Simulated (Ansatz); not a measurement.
# SF2 (sulfur difluoride) at CCSDTQ/STO-3G

Aim: the electronic atomisation energy of SF2 (sulfur difluoride) at CCSDTQ/STO-3G, from 3 runs. 

The results are computed with Ansatz 0.2.0.

39 further runs of the same task are left out: 4 that didn't finish, 35 set aside as unsound or not needed.

### 1 The system as given

The species is SF2 (3 atoms), meant as a singlet with charge 0. SMILES: `FSF`. The shape is that of a PBE0-D4/def2-TZVP optimisation.

Bond lengths: F1–S2 1.590 Å, S2–F3 1.590 Å. Angles: F1–S2–F3 98.6°.

### 2 The energy at CCSDTQ/STO-3G

Input file input.yaml:

```yaml
crystal:
  periodic: [false, false, false]
  atoms:
    - {symbol: F, position_ang: [0.440140, 1.116450, 0.365400]}
    - {symbol: S, position_ang: [-0.601990, 0.126530, -0.315250]}
    - {symbol: F, position_ang: [0.161840, -1.242970, -0.050150]}
basis:
  gaussian:
    orbitals: STO-3G
magnetization:
  spin_polarized: false
  initial_magnetization: 0
correlation:
  method: ccsdtq
  frozen_orbitals: {F: 1, S: 5}
accuracy: high
scf:
  omitted_lower_state_checks: [cluster_reference, increment]
```

Run with:

```bash
$ ansatz run input.yaml --threads 1 --pin off --max-ram 3480MiB --events-out events.jsonl --progress --plain --runs-dir runs
```

Log (excerpt; [...] marks lines left out):

```text
Warning: RAYON_NUM_THREADS=1 ignored (pool sized by the plan → 1); use --threads N
Functional definition: HF
  name "HF"
[...]
337 factors; integrals over basis functions are off by at most 2.8e-8 eV
[...]
mean field -16032.10171475 eV, -589.1688710683 hartree, gradient 4.7e-8 eV, S^2 0.000000; 0 other end points of the search recorded, 0 dependent functions left out
7 core orbitals not correlated: weight in the atoms' cores, before any rotation towards them, 1.000 or more for the frozen orbitals, at most 0.000 for the correlated occupied ones
reference -16032.10171475 eV, -589.1688710683 hartree; 10, 10 occupied and 2, 2 virtual orbitals, 337 factors
second order -1.49314353 eV of doubles, -0.00000000 eV of singles
cycle   1  -1.84057526 eV  change   -3.5e-1 eV  update   6.4e-2
[...]
cycle  24  -2.12707495 eV  change   -1.2e-9 eV  update  6.1e-10
Total energy: -16034.22878970 eV, -589.2470396309 hartree
Checks for a lower state left out: cluster_reference, increment
```

It took 14 s on 1 thread of Arm Neoverse V2, shared host; peak memory 0.41 GiB.

### 3 The F atom, same level

Input file in.yaml:

```yaml
crystal:
  periodic: [false, false, false]
  atoms:
    - {symbol: F, position_ang: [0.000000, 0.000000, 0.000000]}
basis:
  gaussian:
    orbitals: STO-3G
total_charge: 0
magnetization:
  spin_polarized: true
  initial_magnetization: 1
correlation:
  method: ccsdtq
  frozen_orbitals: {F: 1}
accuracy: high
scf:
  omitted_lower_state_checks: [cluster_reference, increment]
```

Run the same way, it converges to -97.98651 Eh (log not shown).

### 4 The S atom at the same level

Input file input.yaml:

```yaml
crystal:
  periodic: [false, false, false]
  atoms:
    - symbol: S
      position_ang: [0.000000, 0.000000, 0.000000]
basis:
  gaussian: {orbitals: STO-3G}
correlation: {method: ccsdtq, frozen_orbitals: {S: 5}}
magnetization: {spin_polarized: true, initial_magnetization: 2}
scf: {omitted_lower_state_checks: [cluster_reference, increment]}
accuracy: high
```

Run with:

```bash
$ ansatz run input.yaml --threads 1 --pin off --max-ram 3480MiB --events-out events.jsonl --progress --plain --runs-dir runs
```

Log (excerpt; [...] marks lines left out):

```text
Warning: RAYON_NUM_THREADS=1 ignored (pool sized by the plan → 1); use --threads N
[... 2 set-up lines as earlier in the session ...]
[...]
42 factors; integrals over basis functions are off by at most 2.4e-9 eV
[...]
mean field -10697.61824501 eV, -393.1302193981 hartree, gradient 1.5e-9 eV, S^2 2.000000; 3 other end points of the search recorded, 0 dependent functions left out
5 core orbitals not correlated: weight in the atoms' cores, before any rotation towards them, 1.000 or more for the frozen orbitals, at most 0.000 for the correlated occupied ones
reference -10697.61824501 eV, -393.1302193981 hartree; 4, 2 occupied and 0, 2 virtual orbitals, 42 factors
second order 0.00000000 eV of doubles, 0.00000000 eV of singles
cycle   1  -0.00000000 eV  change     0.0e0 eV  update    0.0e0
cycle   2  -0.00000000 eV  change     0.0e0 eV  update    0.0e0
Total energy: -10697.61824501 eV, -393.1302193981 hartree
Checks for a lower state left out: cluster_reference, increment
```

Wall time 0.54 s (1 thread of Arm Neoverse V2, shared host).

### 5 Results

At CCSDTQ/STO-3G, 7 core orbitals frozen:

```
                                             quantity          value
                               molecule: total energy  -589.24704 Eh
molecule: correlation energy (7 core orbitals frozen)      -78.2 mEh
                              molecule: T1 diagnostic          0.010
                                 F atom: total energy   -97.98651 Eh
   F atom: correlation energy (1 core orbital frozen)        0.0 mEh
            F atom: ⟨S²⟩ of the reference determinant          0.750
                                F atom: T1 diagnostic          0.000
                                 S atom: total energy  -393.13022 Eh
  S atom: correlation energy (5 core orbitals frozen)        0.0 mEh
            S atom: ⟨S²⟩ of the reference determinant          2.000
                                S atom: T1 diagnostic          0.000
                        electronic atomisation energy       3.913 eV
```

Taking the molecule apart into free atoms costs 3.91 eV (378 kJ/mol), before zero-point energy and without spin-orbit coupling. In a minimal basis such a difference can be off by several eV, whatever the method.
